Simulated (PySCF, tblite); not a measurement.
**C8H6NP: geometry, infrared bands and NMR shifts**

What infrared bands and NMR shifts should C8H6NP (`C=Cc1cpccc1C#N`) show?

Programs: tblite 0.8.0 and PySCF 2.14.0, with density-fitted response routines of our own. Each step states its level of theory. These are calculated values for one molecule in the gas phase, unless marked as measured. Atoms are numbered from 0 throughout.

## Step 1: The starting structure

16 atoms, charge 0, multiplicity 1; geometry from: force field or distance geometry start.

Bonds of the start (Å): C0–C1 1.34, C1–C2 1.50, C2–C3 1.40, C3–P4 1.84, P4–C5 1.83, C5–C6 1.39, C6–C7 1.41, C7–C8 1.45, C8–N9 1.16, C7–C2 1.41, C0–H10 1.08, C0–H11 1.10, C1–H12 1.07, C3–H13 1.08, C5–H14 1.09, C6–H15 1.09.

## Step 2: Optimising the geometry with GFN2-xTB

What the job is given:

```
{"job": {"kind": "relax", "xc": "GFN2-xTB", "basis": "xTB"}, "charge": 0, "multiplicity": 1}
C     -2.672600     0.156200     0.570400
C     -1.727900     0.292600    -0.365100
C     -0.274300     0.333500    -0.016600
C      0.135300     1.389200     0.805500
P      1.865600     1.649100     1.371700
C      2.674800     0.265700     0.485900
C      1.994800    -0.640900    -0.315100
C      0.607800    -0.625100    -0.559500
C      0.101400    -1.676300    -1.418700
N     -0.291000    -2.517200    -2.115600
H     -2.463500     0.079800     1.630100
H     -3.730000     0.110100     0.279900
H     -1.990300     0.341000    -1.400300
H     -0.579000     2.107300     1.181800
H      3.751400     0.174800     0.619800
H      2.590100    -1.430700    -0.765600
```

On the command line:

```
$ OMP_NUM_THREADS=1 python probes_run.py task.json out
```

The driver reads the jobs from task.json and runs them one after another.

**Question.** This job is followed by: GFN2-xTB harmonic vibrations, gas phase; GIAO PBE0/pcSseg-1 NMR shielding, non-relativistic, gas phase. What will the session give for the following? strongest single infrared mode (GFN2-xTB); zero-point energy (GFN2-xTB); ¹³C shifts against TMS (PBE0/pcSseg-1); ¹H shifts against TMS (PBE0/pcSseg-1); ³¹P shifts against H3PO4 (PBE0/pcSseg-1); ¹⁵N shifts against NH3 (PBE0/pcSseg-1); surface potential, 1st and 99th percentile.

**Answer**, as computed:

```
                                 quantity                                                       value
strongest single infrared mode (GFN2-xTB)                                       2363 cm⁻¹, 261 km/mol
             zero-point energy (GFN2-xTB)                                               70.4 kcal/mol
   ¹³C shifts against TMS (PBE0/pcSseg-1)  163.1, 160.8, 149.9, 144.7, 144.2, 128.8, 124.4, 115.9 ppm
    ¹H shifts against TMS (PBE0/pcSseg-1)                      9.61, 9.18, 8.43, 7.75, 6.39, 6.05 ppm
 ³¹P shifts against H3PO4 (PBE0/pcSseg-1)                                                   260.7 ppm
   ¹⁵N shifts against NH3 (PBE0/pcSseg-1)                                                   329.8 ppm
    surface potential, 1st and 99th percentile                                          -1.67 V and 1.27 V
```

In words: Over 79 steps the energy fell by 0.433 eV; of the close pairs, C3–P4 changed most, 1.839 to 1.732 Å. All 42 modes are real, so the xTB geometry is a minimum. The strongest single mode, at 2363 cm⁻¹, moves mainly C8 and N9. Unscaled tight-binding wavenumbers are off by several per cent, some by more. Its intensities can rank the bands wrongly. At PBE0/pcSseg-1: Shielding is most anisotropic at P4 (span 789 ppm, paramagnetic term -909 ppm). NICS(1)zz of -24 ppm above the planar ring from C2 marks a diatropic (aromatic) ring current. At PBE0/pcSseg-1, counted by nearest atom on the grid, the HOMO lies on C0, C5, C7 about 16 % each; P4 13 %, the LUMO on P4 34 %; C7 16 %.
